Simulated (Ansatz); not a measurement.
A run of Ansatz 0.2.0 is set up as follows.

input.yaml

```yaml
crystal:
  lattice:
    - [0.0, 2.13150166, 2.13150166]
    - [2.13150166, 0.0, 2.13150166]
    - [2.13150166, 2.13150166, 0.0]
  atoms:
    - { symbol: Co, position: [0.0, 0.0, 0.0], spin: 2.0 }
    - { symbol: O, position: [0.5, 0.5, 0.5] }
hamiltonian:
  xc: pbesol
  pseudopotentials: { kind: paw }
magnetization:
  spin_polarized: true
kpoints:
  mp_grid: { grid: [11, 11, 11] }
scf:
  occupations: { method: fermi_dirac, width: 0.05 }
output:
  forces: true
  stress: true
  eigenvalues: true
  write_density: true
  write_potential: true
  elf: true
  volumetric_format: npy
relax:
  f_tol: 0.01
  max_steps: 40
  cell: { stress_tol: 0.05 }
```

Potentials or basis: Ansatz PAW.

Launch:

```bash
$ ansatz run input.yaml --threads 2 --pin off --max-ram 5632MiB --backend cpu --events-out ev --progress --plain --runs-dir out
```

Problem. Predict the absolute moment.

Solution. 2.82 μB per cell.

Problem. Estimate the space group after relaxing (to 0.05 Å).

Solution. Fm-3m (No. 225).

Problem. Estimate the net moment.

Solution. 2.80 μB per cell.

Problem. Estimate the relaxed cell.

Solution. a = 2.950 Å, b = 2.950 Å, c = 2.950 Å, α = 60.00°, β = 60.00°, γ = 60.00°.

Final structure:
```cif
data_structure
_symmetry_space_group_name_H-M 'P 1'
_symmetry_Int_Tables_number 1
_cell_length_a 2.9499
_cell_length_b 2.9499
_cell_length_c 2.9499
_cell_angle_alpha 60.000
_cell_angle_beta 60.000
_cell_angle_gamma 60.000
_cell_volume 18.15
loop_
_atom_site_label
_atom_site_type_symbol
_atom_site_fract_x
_atom_site_fract_y
_atom_site_fract_z
_atom_site_occupancy
Co1 Co 0.00000 0.00000 0.00000 1
O1 O 0.50000 0.50000 0.50000 1
```

Caveat: a cell with one magnetic atom can't hold antiferromagnetic order, which such compounds often take; semilocal functionals often make such compounds metallic where correlation or magnetic order opens a gap, which also shifts bond lengths.
